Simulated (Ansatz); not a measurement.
**C2H3BO2: inputs that go wrong**

Aim: try 3 inputs for C2H3BO2 as typed, read how each ends, and find what has to change.

Method: the settings change from run to run; program: Ansatz 0.2.0, Gaussian basis.

### Step 1. The geometry

The geometry comes from an earlier relaxation with PBE0-D4 in a triple-zeta def2 set; it is a stationary point, not always the lowest conformer.

SMILES `B1OC=CO1`, 8 atoms, charge 0, spin multiplicity 1.

Atoms are counted from 1 here; the program's logs count them from 0.

Bond lengths: B1–O2 1.375 Å, B1–O5 1.375 Å, B1–H6 1.184 Å, O2–C3 1.372 Å, C3–C4 1.331 Å, C3–H7 1.077 Å, C4–O5 1.372 Å, C4–H8 1.077 Å. Angles: O2–B1–O5 110.2°, O2–B1–H6 124.9°, O5–B1–H6 124.9°, B1–O2–C3 105.2°, O2–C3–C4 109.7°, O2–C3–H7 118.4°, C4–C3–H7 131.9°, C3–C4–O5 109.7°, C3–C4–H8 131.9°, O5–C4–H8 118.4°, B1–O5–C4 105.2°.

Geometry (Å):

```xyz
8

B    -0.4664    1.1867    0.0740
O     0.8634    0.8611    0.2015
C     0.9173   -0.5013    0.0477
C    -0.3080   -0.9776   -0.1611
O    -1.2125    0.0542   -0.1524
H    -0.9053    2.2834    0.1485
H     1.8767   -0.9862    0.1103
H    -0.6731   -1.9774   -0.3244
```

### Step 2. Try 1

The input, in.yaml:

```yaml
crystal:
  periodic: [false, false, false]
  atoms:
    - {symbol: B, position_ang: [-0.466368, 1.186683, 0.074028]}
    - {symbol: O, position_ang: [0.863411, 0.861108, 0.201475]}
    - {symbol: C, position_ang: [0.917285, -0.501276, 0.047737]}
    - {symbol: C, position_ang: [-0.308007, -0.977577, -0.161115]}
    - {symbol: O, position_ang: [-1.212480, 0.054158, -0.152378]}
    - {symbol: H, position_ang: [-0.905339, 2.283369, 0.148474]}
    - {symbol: H, position_ang: [1.876710, -0.986193, 0.110252]}
    - {symbol: H, position_ang: [-0.673113, -1.977372, -0.324374]}
basis:
  gaussian: {orbitals: def2-SVP, final_grid: {core_spheres: 1, valence_spheres: 1, degree: 3}}
hamiltonian: {xc: {name: wB97M-V}}
accuracy: high
output: {forces: true}
```

The run is started by

```
ansatz run in.yaml --threads 2 --pin off --events-out ev --progress --plain --max-ram 4352MiB
```

Log (excerpt; [...] marks lines left out):

```text
Functional definition: wB97M-V
  name "wB97M-V"
  cite "Mardirossian & Head-Gordon, J. Chem. Phys. 144, 214110 (2016) doi:10.1063/1.4952647"
  cite "Becke, J. Chem. Phys. 107, 8554 (1997) doi:10.1063/1.475007"
  cite "Vydrov & Van Voorhis, J. Chem. Phys. 133, 244103 (2010) doi:10.1063/1.3521275"
  # Of w^i u^j: cxij and so on, Table III.
[...]
  gx(w, u) = 1 - cx + cx01*u + cx10*w
  gss(w, u) = css00 + css04*u^4 + css10*w + css20*w^2 + css43*w^4*u^3
  gos(w, u) = cos00 + cos10*w + (cos20 + cos21*u)*w^2 + (cos60 + cos61*u)*w^6
[...]
      + integral(e_c_pw_mod_opposite_spin*gos(b97_w_opposite, b97_u_opposite)) + vv10(b, c)
2009 factors; integrals over basis functions are off by at most 3.2e-9 eV
317 factors; integrals over basis functions are off by at most 2.7e-9 eV
[...]
mean field -6866.12690836 eV, -252.3255098543 hartree, gradient 4.6e-8 eV, S^2 0.000000; 0 other end points of the search recorded, 0 dependent functions left out
[...]
reference -6866.12692752 eV, -252.3255105585 hartree; 18, 18 occupied and 67, 67 virtual orbitals, 2009 factors
Total energy: -6866.12692752 eV, -252.3255105585 hartree
Atom 0 at    -0.466368     1.186683     0.074028 Å, force     2.138757    -5.342660    -0.362508 eV/Å
Atom 1 at     0.863411     0.861108     0.201475 Å, force   -12.522933   -12.366439    -3.017902 eV/Å
Atom 2 at     0.917285    -0.501276     0.047737 Å, force    -2.733514     8.031773     0.605551 eV/Å
Atom 3 at    -0.308007    -0.977577    -0.161115 Å, force    -3.566987     7.707685     0.462631 eV/Å
Atom 4 at    -1.212480     0.054158    -0.152378 Å, force    17.717881    -0.611284     2.137308 eV/Å
Atom 5 at    -0.905339     2.283369     0.148474 Å, force     1.271687    -3.177053    -0.215734 eV/Å
Atom 6 at     1.876710    -0.986193     0.110252 Å, force    -4.860206     1.437679    -0.436700 eV/Å
Atom 7 at    -0.673113    -1.977372    -0.324374 Å, force     2.555315     4.320297     0.827355 eV/Å
Dipole moment:     0.190849    -0.476771    -0.032348 e Å
```

It took 73 s on 2 threads of Arm Neoverse V1, shared host.

What is wrong: It ended without an error, which proves nothing about the input. The integration grid is far too coarse. Its energy carries the error of the grid. Cure: drop final_grid and take the default grid.

### Step 3. Try 2

The input, in.yaml:

```yaml
crystal:
  periodic: [false, false, false]
  atoms:
    - {symbol: B, position_ang: [-1.026009, 2.610702, 0.162862]}
    - {symbol: O, position_ang: [1.899505, 1.894437, 0.443246]}
    - {symbol: C, position_ang: [2.018028, -1.102807, 0.105020]}
    - {symbol: C, position_ang: [-0.677614, -2.150668, -0.354452]}
    - {symbol: O, position_ang: [-2.667457, 0.119148, -0.335232]}
    - {symbol: H, position_ang: [-1.991746, 5.023411, 0.326642]}
    - {symbol: H, position_ang: [4.128763, -2.169625, 0.242555]}
    - {symbol: H, position_ang: [-1.480849, -4.350218, -0.713624]}
basis:
  gaussian: {orbitals: def2-mTZVPP}
hamiltonian: {xc: {name: rPW86-PBE}}
```

Same command.

Log (excerpt; [...] marks lines left out):

```text
Functional definition: rPW86-PBE
  name "rPW86-PBE"
  cite "Murray, Lee & Langreth, J. Chem. Theory Comput. 5, 2754 (2009) doi:10.1021/ct900365q"
  cite "Perdew, Burke & Ernzerhof, Phys. Rev. Lett. 77, 3865 (1996) doi:10.1103/PhysRevLett.77.3865"
  parent pbe
[...]
1018 factors; their error is unknown
[...]
mean field -6872.80973658 eV, -252.5710992617 hartree, gradient 8.9e-6 eV, S^2 0.000000; 8 other end points of the search recorded, 0 dependent functions left out
reference -6872.80987175 eV, -252.5711042290 hartree; 18, 18 occupied and 102, 102 virtual orbitals, 1018 factors
Total energy: -6872.80987175 eV, -252.5711042290 hartree
```

It took 10 s on 2 threads of Arm Neoverse V1, shared host.

Diagnosis: It ended without an error, which proves nothing about the input. The geometry is stretched to more than twice its size. The shortest distance is 2.37 Å (C4–H8), against 1.08 Å in the relaxed molecule. Its energy is no property of the relaxed molecule. Fix: use the relaxed coordinates.

### Step 4. Try 3

The input, in.yaml:

```yaml
crystal:
  periodic: [false, false, false]
  atoms:
    - {symbol: B, position_ang: [-0.466368, 1.186683, 0.074028]}
    - {symbol: O, position_ang: [0.863411, 0.861108, 0.201475]}
    - {symbol: C, position_ang: [0.917285, -0.501276, 0.047737]}
    - {symbol: C, position_ang: [-0.308007, -0.977577, -0.161115]}
    - {symbol: O, position_ang: [-1.212480, 0.054158, -0.152378]}
    - {symbol: H, position_ang: [-0.905339, 2.283369, 0.148474]}
    - {symbol: H, position_ang: [1.876710, -0.986193, 0.110252]}
    - {symbol: H, position_ang: [-0.673113, -1.977372, -0.324374]}
basis:
  gaussian: {orbitals: cc-pVTZ-PP, final_grid: {core_spheres: 5, valence_spheres: 4, degree: 11}}
hamiltonian: {xc: {name: B97}}
output: {forces: true}
```

The command is unchanged.

Log:

```text
Functional definition: B97
  name "B97"
  cite "Becke, J. Chem. Phys. 107, 8554 (1997) doi:10.1063/1.475007"
  parameter cx = 0.1943
  parameter cx0 = 0.8094
  parameter cx1 = 0.5073
  parameter cx2 = 0.7481
  parameter css0 = 0.1737
  parameter css1 = 2.3487
  parameter css2 = -2.4868
  parameter cos0 = 0.9454
  parameter cos1 = 0.7471
  parameter cos2 = -4.5961
  exchange = spin_sum(e_x_unif_s*poly(b97_u_x, cx0, cx1, cx2)) + cx*exact_x
  correlation = spin_sum(e_c_pw_same_spin*poly(b97_u_same, css0, css1, css2))
      + integral(e_c_pw_opposite_spin*poly(b97_u_opposite, cos0, cos1, cos2))
Error: <dir> the basis set cc-pVTZ-PP has no functions for B
```

Run time: 0.05 s. Hardware: 2 threads of Arm Neoverse V1, shared host.

**Diagnosis.** The program refused the input. The basis set is misnamed or doesn't suit the job. Cure: name an orbital basis set that the library holds for every element here.

### Step 5. How the tries ended

```
try                  level      ended                                                  cause    time
  1       wB97M-V/def2-SVP  converged                 the integration grid is far too coarse    73 s
  2  rPW86-PBE/def2-mTZVPP  converged  the geometry is stretched to more than twice its size    10 s
  3         B97/cc-pVTZ-PP    refused      the basis set is misnamed or doesn't suit the job  0.05 s
```

In words: 2 converged, 1 refused. A refusal costs next to no computing time. The dangerous case is the input that converges on a wrong geometry, charge, spin, basis or grid: often only a look at the input shows it.
